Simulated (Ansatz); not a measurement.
# C2H6ClNSi: up Jacob's ladder to CCSD(T)

An exercise on one series of results from a longer session: the logs are not shown, and one member is left open.

Program: Ansatz 0.2.0, Gaussian basis. Level of theory: functionals in def2-TZVPP, the program's frozen cores in correlated methods. These are calculated values, not measurements.

The runs, in order: LDA (SPW92), PBE-D4, revPBE-D4, BLYP-D4, r2SCAN-D4, B97M-V, PBE0-D4, B3LYP-D4, r2SCANh-D4, r2SCAN0-D4, HSE06-D4, BHLYP-D4, CAM-B3LYP-D4, LC-ωPBE, ωB97X-V, ωB97M-V, B2PLYP, PBE-QIDH; CCSD(T)/def2-SVP; CCSD(T)/def2-TZVPP; MP2/def2-QZVPP; extrapolation to the limit; RPA on PBE.

## The relaxed structure

The geometry comes from an earlier relaxation with PBE0-D4 in a triple-zeta def2 set; it is a stationary point, not always the lowest conformer.

11 atoms, charge 0, spin multiplicity 1.

Atoms are counted from 1 here; the program's logs count them from 0.

Bond lengths: C1–Si2 1.858 Å, C1–H6 1.092 Å, C1–H7 1.092 Å, C1–H8 1.092 Å, Si2–C3 1.897 Å, Si2–H9 1.485 Å, Si2–H10 1.485 Å, C3–N4 1.249 Å, C3–Cl5 1.785 Å, N4–H11 1.020 Å. Angles: Si2–C1–H6 110.7°, Si2–C1–H7 110.4°, Si2–C1–H8 110.4°, H6–C1–H7 108.6°, H6–C1–H8 108.6°, H7–C1–H8 108.0°, C1–Si2–C3 109.4°, C1–Si2–H9 112.7°, C1–Si2–H10 112.7°, C3–Si2–H9 106.4°, C3–Si2–H10 106.4°, H9–Si2–H10 108.8°, Si2–C3–N4 123.7°, Si2–C3–Cl5 113.5°, N4–C3–Cl5 122.8°, C3–N4–H11 114.3°.

Set-up of the first run:

in.yaml

```yaml
crystal:
  periodic: [false, false, false]
  atoms:
    - {symbol: C, position_ang: [-1.168381, 0.437227, 1.130895]}
    - {symbol: Si, position_ang: [-0.086014, 0.817318, -0.330913]}
    - {symbol: C, position_ang: [0.969663, -0.703707, -0.744897]}
    - {symbol: N, position_ang: [0.915914, -1.778460, -0.111105]}
    - {symbol: Cl, position_ang: [2.058655, -0.456130, -2.137881]}
    - {symbol: H, position_ang: [-1.787996, 1.299607, 1.387474]}
    - {symbol: H, position_ang: [-0.559217, 0.175505, 1.998088]}
    - {symbol: H, position_ang: [-1.822350, -0.408627, 0.910776]}
    - {symbol: H, position_ang: [0.863521, 1.928834, -0.068465]}
    - {symbol: H, position_ang: [-0.865265, 1.133155, -1.555266]}
    - {symbol: H, position_ang: [1.546573, -2.501620, -0.458005]}
basis:
  gaussian: {orbitals: def2-TZVPP}
hamiltonian: {xc: lda}
output: {orbitals: {seedname: orbitals}}
```

Launch:

```
> ansatz run in.yaml --threads 4 --pin off --events-out ev --progress --plain --max-ram 10444MiB
```

Among the steps run: LDA; PBE-D4 (GGA); revPBE-D4 (GGA); BLYP-D4 (GGA); r2SCAN-D4 (meta-GGA); B97M-V (meta-GGA); B3LYP-D4 (hybrid); r2SCANh-D4 (hybrid); r2SCAN0-D4 (hybrid); HSE06-D4 (hybrid); BHLYP-D4 (hybrid); CAM-B3LYP-D4 (range-separated); LC-ωPBE (range-separated); ωB97X-V (range-separated); ωB97M-V (range-separated); B2PLYP (double hybrid); PBE-QIDH (double hybrid).

One table of the session follows, with a row left open; its other results are not shown here.

It belongs to the step «Frontier levels by functional». 

```
  functional  HOMO (eV)  gap (eV)
 LDA (SPW92)      -6.83      4.55
      PBE-D4      -6.72      4.67
   revPBE-D4      -6.67      4.71
     BLYP-D4      -6.60      4.70
   r2SCAN-D4      -7.06      5.15
      B97M-V      -7.23      5.39
     PBE0-D4          ?         ?
    B3LYP-D4      -7.89      6.65
  r2SCANh-D4      -7.57      6.05
  r2SCAN0-D4      -8.35      7.41
    HSE06-D4      -7.72      6.32
    BHLYP-D4      -9.43      9.61
CAM-B3LYP-D4      -9.47      9.67
     LC-ωPBE     -10.77     12.14
     ωB97X-V     -10.47     11.77
     ωB97M-V     -10.35     11.57
```

**Question.** Estimate the row for PBE0-D4.

**Answer.** HOMO (eV): -8.12; gap (eV): 7.11. In the column «HOMO (eV)» it lies between r2SCAN0-D4 (-8.35) and B3LYP-D4 (-7.89).
